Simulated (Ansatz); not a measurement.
# BBrH₄O₃: search for a transition state

Is there a first-order saddle for this four-centre ligand exchange, which should form B1–O6, Br2–H5 and break B1–Br2, H5–O6, and which two structures does it connect?

Method: PBE0-D4, def2-SVP first, then def2-TZVP; program: Ansatz 0.2.0, Gaussian basis.

152 further runs of the same task are left out: 152 set aside as unsound or not needed. Runs told in other sessions of the task aren't counted.

## (1) The system as given

The guess: 9 atoms, charge 0, spin multiplicity 1.

Atoms are counted from 1 here; the program's logs count them from 0.

Bond lengths: B1–O3 1.336 Å, B1–O4 1.344 Å, B1–O6 1.565 Å, O3–H7 0.955 Å, O4–H8 0.955 Å, H5–O6 1.104 Å, O6–H9 0.967 Å. Angles: O3–B1–O4 124.7°, O3–B1–O6 118.0°, O4–B1–O6 110.3°, B1–O3–H7 119.1°, B1–O4–H8 116.6°, B1–O6–H5 91.3°, B1–O6–H9 109.1°, H5–O6–H9 110.1°.

Coordinates:

```xyz
9

B    -0.2962    0.2395   -0.0812
Br    0.7716   -1.8371   -1.0655
O    -0.2363    1.1439   -1.0629
O    -1.4258   -0.1473    0.5359
H     1.2902   -0.7697    0.3793
O     0.9210    0.1332    0.8964
H     0.6155    1.3795   -1.4260
H    -2.2382   -0.0444    0.0452
H     0.5982   -0.0976    1.7787
```

Distances that are to change: B1–O6 1.56 Å, Br2–H5 1.87 Å, B1–Br2 2.53 Å, H5–O6 1.10 Å.

## (2) Constrained relaxation of the guess

Contents of hold/in.yaml:

```yaml
crystal:
  periodic: [false, false, false]
  atoms:
    - {symbol: B, position_ang: [-0.296200, 0.239500, -0.081200]}
    - {symbol: Br, position_ang: [0.771600, -1.837100, -1.065500]}
    - {symbol: O, position_ang: [-0.236300, 1.143900, -1.062900]}
    - {symbol: O, position_ang: [-1.425800, -0.147300, 0.535900]}
    - {symbol: H, position_ang: [1.290200, -0.769700, 0.379300]}
    - {symbol: O, position_ang: [0.921000, 0.133200, 0.896400]}
    - {symbol: H, position_ang: [0.615500, 1.379500, -1.426000]}
    - {symbol: H, position_ang: [-2.238200, -0.044400, 0.045200]}
    - {symbol: H, position_ang: [0.598200, -0.097600, 1.778700]}
basis:
  gaussian: {orbitals: def2-SVP}
hamiltonian: {xc: pbe0, dispersion: d4}
relax: {f_tol: 0.04, max_steps: 150, escape_saddle: false, constraints: [{distance: [0, 5]}, {distance: [1, 4]}, {distance: [0, 1]}, {distance: [4, 5]}]}
```

On the command line:

```
> ansatz run in.yaml --threads 8 --pin off --events-out ev --progress --plain --max-ram 19148MiB
```

Further steps of the session: A starting Hessian; Saddle search in the small basis; Saddle search in triple zeta; Checking the order of the point; Relaxing after a step of 0.30 Å one way along the mode; Relaxing after a step of 0.30 Å the other way along the mode.

Q: Predict the outcome of this session. Wanted: imaginary mode; barrier from the start side; barrier from the end side; energy of the step; pairs that change; zero-point energy at the saddle.

**Answer**, as computed:

```
                       quantity                                                     value
                 imaginary mode                                                 281i cm⁻¹
    barrier from the start side                                               35.6 kJ/mol
      barrier from the end side                                               93.0 kJ/mol
             energy of the step                                              -57.4 kJ/mol
              pairs that change  B1–O6 formed, Br2–H5 formed, B1–Br2 broken, H5–O6 broken
zero-point energy at the saddle                                                  1.590 eV
```

The point has a single imaginary mode (281i cm⁻¹), as a transition state must. The two relaxations end on the structures that were planned. At PBE0-D4/def2-TZVP the electronic barrier is 35.6 kJ/mol, about 14 kT at 298 K, and the step runs 57.4 kJ/mol downhill. A step off the saddle overshot and began above it in energy, so the link to its end is likely but not proven. Lower complexes than these ends may exist.
